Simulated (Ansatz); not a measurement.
# C₂H₆BClSi: one species, many methods

One table from this session's results is given with a row withheld; the runs are named, their logs left out.

The runs use Ansatz 0.2.0, Gaussian basis; functionals in def2-TZVPP, the program's frozen cores in correlated methods.

The runs, in order: PBE-D4, r2SCAN-D4, PBE0-D4, B3LYP-D4, ωB97X-V, ωB97M-V, B2PLYP; CCSD(T)/def2-TZVPP; MP2/def2-QZVPP; extrapolation to the limit.

### The geometry

An earlier PBE0-D4 in a triple-zeta def2 set relaxation fixed the geometry.

SMILES `ClBC1C[SiH2]1`, 11 atoms, charge 0, spin multiplicity 1.

Atoms are counted from 1 here; the program's logs count them from 0.

Bond lengths: Cl1–B2 1.773 Å, B2–C3 1.504 Å, B2–H6 1.193 Å, C3–C4 1.527 Å, C3–Si5 1.905 Å, C3–H7 1.087 Å, C4–Si5 1.838 Å, C4–H8 1.086 Å, C4–H9 1.084 Å, Si5–H10 1.472 Å, Si5–H11 1.476 Å. Angles: Cl1–B2–C3 121.0°, Cl1–B2–H6 116.6°, C3–B2–H6 122.4°, B2–C3–C4 125.1°, B2–C3–Si5 105.5°, B2–C3–H7 117.4°, C4–C3–Si5 63.6°, C4–C3–H7 116.6°, Si5–C3–H7 110.1°, C3–C4–Si5 68.3°, C3–C4–H8 115.3°, C3–C4–H9 115.7°, Si5–C4–H8 117.6°, Si5–C4–H9 118.6°, H8–C4–H9 113.8°, C3–Si5–C4 48.1°, C3–Si5–H10 119.2°, C3–Si5–H11 115.7° and more.

Set-up of the first run:

File in.yaml:

```yaml
crystal:
  periodic: [false, false, false]
  atoms:
    - {symbol: Cl, position_ang: [-2.507798, 0.537312, -0.296755]}
    - {symbol: B, position_ang: [-1.138566, 0.806860, 0.796406]}
    - {symbol: C, position_ang: [0.071430, -0.084880, 0.757403]}
    - {symbol: C, position_ang: [0.263246, -1.263584, -0.193637]}
    - {symbol: Si, position_ang: [0.931329, 0.295926, -0.899449]}
    - {symbol: H, position_ang: [-1.220201, 1.739778, 1.534776]}
    - {symbol: H, position_ang: [0.781971, -0.000241, 1.576232]}
    - {symbol: H, position_ang: [-0.647853, -1.663058, -0.628012]}
    - {symbol: H, position_ang: [0.961676, -2.025012, 0.135099]}
    - {symbol: H, position_ang: [0.190817, 1.028469, -1.940087]}
    - {symbol: H, position_ang: [2.379448, 0.571229, -0.821276]}
basis:
  gaussian: {orbitals: def2-TZVPP}
hamiltonian: {xc: pbe, dispersion: d4}
output: {forces: true, orbitals: {seedname: orbitals}}
```

Command:

```
$ ansatz run in.yaml --threads 4 --pin off --events-out ev --progress --plain --max-ram 10444MiB
```

Steps of the session up to this table: PBE-D4 (GGA); r2SCAN-D4 (meta-GGA); PBE0-D4 (hybrid); B3LYP-D4 (hybrid); ωB97X-V (range-separated); ωB97M-V (range-separated); B2PLYP (double hybrid); CCSD(T) in def2-TZVPP; MP2 in def2-QZVPP.

One of the session's tables, all rows but one given; the rest of the session is left out.

```
            method  atomisation energy (kcal/mol)
            PBE-D4                          984.9
         r2SCAN-D4                          975.3
           PBE0-D4                              ?
          B3LYP-D4                          965.1
           ωB97X-V                          970.5
           ωB97M-V                          972.0
            B2PLYP                          955.5
     HF/def2-TZVPP                          731.1
    MP2/def2-TZVPP                          958.7
   CCSD/def2-TZVPP                          927.1
CCSD(T)/def2-TZVPP                          941.4
           MP2/CBS                          981.3
       CCSD(T)/CBS                          964.0
```

**Question.** Estimate the row for PBE0-D4.

The run gave: atomisation energy (kcal/mol): 975.0. In the column «atomisation energy (kcal/mol)» it lies between ωB97M-V (972.0) and r2SCAN-D4 (975.3).
